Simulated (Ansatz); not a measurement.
# CH3BF2OS, SMILES OB(F)C(F)S: harmonic frequencies at the relaxed geometry

Program: the Python package of Ansatz (0.2.0).

Interactive session:
```pycon
>>> import itertools
>>> import ansatz as az
>>> from ase.data import atomic_numbers, covalent_radii
>>> import numpy as np
>>> GEOMETRY = """
... O     1.76000   -0.29760   -0.81010
... B     0.53270   -0.74070   -0.10290
... F     0.61130   -1.90300    0.72970
... C    -0.79410   -0.00310   -0.28380
... F    -1.22110   -0.03380   -1.63310
... S    -0.76340    1.72220    0.29600
... H     2.16240    0.39670   -0.19970
... H    -1.60360   -0.53430    0.29960
... H    -0.59590    1.34740    1.68720
... """
>>> system = az.Crystal.molecule()
>>> for line in GEOMETRY.strip().splitlines():
...     symbol, *xyz = line.split()
...     system = system.atom(symbol, [float(v) for v in xyz])
...
>>> setup = (
...     system.calculation()
...     .basis(gaussian="def2-SVP")
...     .functional("PBE0")
... )
>>> symbols = [site.symbol for site in system.cartesian_sites]
>>> start = np.array([site.position_ang for site in system.cartesian_sites], dtype=float)
>>> def progress(event):
...     if event["event"] == "relax_step":
...         row = event["data"]
...         print(f"step {row['step']:3d}  E = {row['lagrangian_ev']:.6f} eV  largest force component {row['allowed_force_max_ev_ang']:.4f} eV/A")
...
>>> summary = setup.relax(force_tolerance=0.003, max_steps=100).session().plan().execute(on_event=progress).report
step   1  E = -20056.022669 eV  largest force component 4.8196 eV/A
step   2  E = -20056.724625 eV  largest force component 2.4876 eV/A
step   3  E = -20056.905614 eV  largest force component 2.4377 eV/A
step   4  E = -20057.110900 eV  largest force component 2.1820 eV/A
step   5  E = -20057.297409 eV  largest force component 0.6224 eV/A
step   6  E = -20057.302045 eV  largest force component 0.7131 eV/A
step   7  E = -20057.380565 eV  largest force component 0.2850 eV/A
step   8  E = -20057.407817 eV  largest force component 0.3379 eV/A
step   9  E = -20057.442636 eV  largest force component 0.3904 eV/A
step  10  E = -20057.479838 eV  largest force component 0.3024 eV/A
step  11  E = -20057.488192 eV  largest force component 0.1700 eV/A
step  12  E = -20057.489118 eV  largest force component 0.1288 eV/A
step  13  E = -20057.486924 eV  largest force component 0.2857 eV/A
step  14  E = -20057.490133 eV  largest force component 0.0283 eV/A
step  15  E = -20057.490387 eV  largest force component 0.0285 eV/A
step  16  E = -20057.490591 eV  largest force component 0.1888 eV/A
step  17  E = -20057.491804 eV  largest force component 0.1027 eV/A
step  18  E = -20057.493576 eV  largest force component 0.0656 eV/A
step  19  E = -20057.485390 eV  largest force component 0.6482 eV/A
step  20  E = -20057.494800 eV  largest force component 0.0969 eV/A
step  21  E = -20057.496377 eV  largest force component 0.1808 eV/A
step  22  E = -20057.500517 eV  largest force component 0.1454 eV/A
step  23  E = -20057.504374 eV  largest force component 0.1095 eV/A
step  24  E = -20057.478516 eV  largest force component 0.9930 eV/A
step  25  E = -20057.509436 eV  largest force component 0.2041 eV/A
step  26  E = -20057.518142 eV  largest force component 0.2101 eV/A
step  27  E = -20057.520477 eV  largest force component 0.6324 eV/A
step  28  E = -20057.545869 eV  largest force component 0.4651 eV/A
step  29  E = -20057.586895 eV  largest force component 0.3633 eV/A
step  30  E = -20057.622939 eV  largest force component 0.3570 eV/A
step  31  E = -20057.615783 eV  largest force component 0.4537 eV/A
step  32  E = -20057.639022 eV  largest force component 0.1639 eV/A
step  33  E = -20057.648228 eV  largest force component 0.0552 eV/A
step  34  E = -20057.652720 eV  largest force component 0.0638 eV/A
step  35  E = -20057.649489 eV  largest force component 0.3725 eV/A
step  36  E = -20057.656092 eV  largest force component 0.1127 eV/A
step  37  E = -20057.656811 eV  largest force component 0.0745 eV/A
step  38  E = -20057.656985 eV  largest force component 0.0619 eV/A
step  39  E = -20057.656963 eV  largest force component 0.0508 eV/A
step  40  E = -20057.657333 eV  largest force component 0.0087 eV/A
step  41  E = -20057.657390 eV  largest force component 0.0091 eV/A
step  42  E = -20057.657406 eV  largest force component 0.0059 eV/A
step  43  E = -20057.657408 eV  largest force component 0.0034 eV/A
step  44  E = -20057.657409 eV  largest force component 0.0018 eV/A
>>> end = np.array(summary["positions_ang"])
>>> # pairs closer than 1.2 times the sum of covalent radii, before or after
>>> radius = [covalent_radii[atomic_numbers[s]] for s in symbols]
>>> span = lambda where, i, j: np.linalg.norm(where[i] - where[j])
>>> bonded = [(i, j) for i, j in itertools.combinations(range(len(symbols)), 2) if min(span(start, i, j), span(end, i, j)) < 1.2 * (radius[i] + radius[j])]
>>> print("pair        before    after (A)")
pair        before    after (A)
>>> for i, j in bonded:
...     print(f"{symbols[i]}{i}-{symbols[j]}{j}".ljust(10), f"{span(start, i, j):8.4f} {span(end, i, j):8.4f}")
...
O0-B1        1.4842   1.3408
O0-H6        1.0082   0.9667
B1-F2        1.4319   1.3227
B1-C3        1.5288   1.5878
C3-F4        1.4156   1.3887
C3-S5        1.8204   1.8048
C3-H7        1.1304   1.1029
S5-H8        1.4505   1.3522
>>> # frequencies need a stationary point, so they are taken at the relaxed geometry
>>> minimum = az.Crystal.molecule()
>>> for symbol, place in zip(symbols, end):
...     minimum = minimum.atom(symbol, place.tolist())
...
>>> vibrating = (
...     minimum.calculation()
...     .basis(gaussian="def2-SVP")
...     .functional("PBE0")
...     .phonons(temperatures=(200, 600, 100))
... )
>>> vib = vibrating.run().report["vibrations"]
>>> sums = vib["harmonic_sums"]
>>> modes = [m["omega_inv_cm"] for m in sums["modes_at_gamma"] if m["rigid_motion"] == "no"]
>>> print("frequencies (1/cm):", " ".join(f"{w:.0f}" for w in modes))
frequencies (1/cm): 56 151 215 303 342 434 508 606 660 722 870 943 1011 1072 1191 1302 1409 1520 2699 3108 3859
>>> print("imaginary modes:", sum(w < 0 for w in modes), " zero-point energy:", round(sums["zero_point_energy_ev"], 4), "eV")
imaginary modes: 0  zero-point energy: 1.4247 eV
>>> print("T (K)   F_vib (eV)   S_vib (meV/K)   C_vib (meV/K)")
T (K)   F_vib (eV)   S_vib (meV/K)   C_vib (meV/K)
>>> for row in zip(sums["temperatures_k"], sums["vibrational_free_energy_ev"], vib["entropy_ev_per_k"], vib["heat_capacity_ev_per_k"]):
...     print(f"{row[0]:6.1f} {row[1]:11.4f} {1000 * row[2]:13.4f} {1000 * row[3]:15.4f}")
...
 200.0      1.3890        0.4106          0.4885
 300.0      1.3358        0.6534          0.7187
 400.0      1.2586        0.8872          0.9088
 500.0      1.1588        1.1066          1.0567
 600.0      1.0378        1.3098          1.1703
>>> # all hydrogen replaced by deuterium
>>> heavier = vibrating.phonons(masses={"H": 2.014102}).run().report["vibrations"]["harmonic_sums"]
>>> print("deuterated (1/cm):", " ".join(f"{m['omega_inv_cm']:.0f}" for m in heavier["modes_at_gamma"] if m["rigid_motion"] == "no"))
deuterated (1/cm): 54 148 189 238 335 420 478 487 597 621 767 785 801 948 988 1086 1386 1512 1939 2288 2809
>>> print("zero-point energy falls by", round(sums["zero_point_energy_ev"] - heavier["zero_point_energy_ev"], 4), "eV")
zero-point energy falls by 0.2546 eV
```

What to keep in mind:
- Total energies depend on the basis set; only differences at equal settings carry meaning.
- The frequencies are harmonic and unscaled, in a modest basis.
- The result belongs to the one conformer reached from this start, and soft torsions count as harmonic oscillators.
- The whole script took 5.6 min on 1 thread of Intel(R) Xeon(R) 6975P-C (Granite Rapids) (shared host), peak memory 0.31 GiB.
